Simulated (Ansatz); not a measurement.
# CH5GeNO: small, medium and large basis sets

One table from this session's results is given with a row withheld; the runs are named, their logs left out.

Computed with Ansatz 0.2.0, Gaussian basis. Level: one geometry, several basis sets.

Levels to be run: PBE0-D4/def2-SVP; ωB97M-V/def2-SVP; PBE0-D4/def2-QZVPP; ωB97M-V/def2-QZVPP; the functionals' def2-TZVPP values are taken from earlier runs.

## The relaxed structure

All runs share one geometry, relaxed beforehand with PBE0-D4 in a triple-zeta def2 set.

9 atoms, charge 0, spin multiplicity 1.

Atoms are counted from 1 here; the program's logs count them from 0.

Bond lengths: N1–C2 1.328 Å, N1–H5 1.004 Å, N1–H6 1.007 Å, C2–O3 1.227 Å, C2–H7 1.099 Å, O3–Ge4 2.136 Å, Ge4–H8 1.591 Å, Ge4–H9 1.591 Å. Angles: C2–N1–H5 120.9°, C2–N1–H6 119.7°, H5–N1–H6 119.4°, N1–C2–O3 122.9°, N1–C2–H7 116.0°, O3–C2–H7 121.1°, C2–O3–Ge4 116.9°, O3–Ge4–H8 88.7°, O3–Ge4–H9 88.7°, H8–Ge4–H9 92.5°.

Set-up of the first run:

File in.yaml:

```yaml
crystal:
  periodic: [false, false, false]
  atoms:
    - {symbol: N, position_ang: [0.705896, 1.569485, -0.850172]}
    - {symbol: C, position_ang: [0.180091, 0.374694, -0.607612]}
    - {symbol: O, position_ang: [-0.023691, -0.045872, 0.527360]}
    - {symbol: Ge, position_ang: [-0.872501, -1.998932, 0.696769]}
    - {symbol: H, position_ang: [0.859645, 1.883443, -1.791344]}
    - {symbol: H, position_ang: [0.954456, 2.171233, -0.081431]}
    - {symbol: H, position_ang: [-0.067911, -0.229945, -1.490745]}
    - {symbol: H, position_ang: [0.230510, -2.342978, 1.790853]}
    - {symbol: H, position_ang: [-1.878095, -1.427526, 1.789321]}
basis:
  gaussian: {orbitals: def2-SVP}
hamiltonian: {xc: pbe0, dispersion: d4}
output: {orbitals: {seedname: orbitals}}
```

On the command line:

```bash
$ ansatz run in.yaml --threads 4 --pin off --events-out ev --progress --plain --max-ram 10444MiB
```

Steps of the session up to this table: PBE0-D4 in def2-SVP; ωB97M-V in def2-SVP; PBE0-D4 in def2-QZVPP; ωB97M-V in def2-QZVPP.

One table of the session follows, with a row left open; its other results are not shown here.

It belongs to the step «Density functionals: the series». 

```
functional       basis  HOMO (eV)
   PBE0-D4    def2-SVP      -5.23
   PBE0-D4  def2-TZVPP      -5.30
   PBE0-D4  def2-QZVPP      -5.38
   ωB97M-V    def2-SVP      -7.31
   ωB97M-V  def2-TZVPP          ?
   ωB97M-V  def2-QZVPP      -7.49
```

Q: Estimate the row for ωB97M-V, def2-TZVPP from the others.

**Answer.** HOMO (eV): -7.42. In the column «HOMO (eV)» it lies between ωB97M-V, def2-QZVPP (-7.49) and ωB97M-V, def2-SVP (-7.31).
